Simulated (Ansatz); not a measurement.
Born–Oppenheimer molecular dynamics of a periodic cell of 16 atoms, MgO (host MgO, host structure Fm-3m). It goes on from the last frame of an earlier run, with new velocities.

Computed with DFT PBE, scalar-relativistic, plane waves, PAW (Ansatz). Settings: accuracy low, cutoff 420 eV, k mesh 2x2x2, fermi-dirac smearing 0.05 eV, no spin polarisation.

```
ensemble        : NVT, Langevin thermostat
time step       : 1 fs
steps asked     : 260
set temperature : 1170 K
friction        : 0.02 /fs
seed            : 749595
```

First frame:

```xyz
16
Lattice="0.0000 4.3100 4.3100 4.3100 0.0000 4.3100 4.3100 4.3100 0.0000" Properties=species:S:1:pos:R:3
Mg 0.000 0.000 0.000
O 2.155 2.155 2.155
Mg 2.155 2.155 0.000
O 4.310 4.310 2.155
Mg 2.155 0.000 2.155
O 4.310 2.155 4.310
Mg 4.310 2.155 2.155
O 6.465 4.310 4.310
Mg 0.000 2.155 2.155
O 2.155 4.310 4.310
Mg 2.155 4.310 2.155
O 4.310 6.465 4.310
Mg 2.155 2.155 4.310
O 4.310 4.310 6.465
Mg 4.310 4.310 4.310
O 6.465 6.465 6.465
```

**Question.** What does the run give?

**Answer.** The run went to its last step.

```
steps done                                               : 260
time covered                                             : 260 fs
mean temperature over the second half                    : 1046 K
spread of the potential energy over the second half      : 17.8 meV per atom
mean potential energy of the second half above the start : 123.2 meV per atom
```

The mean temperature of the second half is 11 % below the set value. A run of 0.26 ps of so small a system gives no equilibrium averages. Limits of this set-up: coarse k mesh, low accuracy level.

**Question.** What happens to the structure?

**Answer.** Mean squared displacements from the first frame to the last, about the centre of mass: Mg 0.03 Å², O 0.02 Å². Another seed would give other details.

**Question.** How do temperature and energy run in time?

**Answer.** 
```tsv
time (fs)	T (K)	potential energy less start (eV)
0.0	1097	0.000
21.0	493	0.921
42.0	768	1.669
63.0	944	2.348
84.0	907	2.318
105.0	1068	2.131
126.0	1415	1.574
147.0	1144	2.193
168.0	1690	2.225
189.0	1133	2.072
210.0	782	1.931
231.0	693	1.527
252.0	651	2.109
```

The run took 15 min on 1 CPU thread of a shared host.
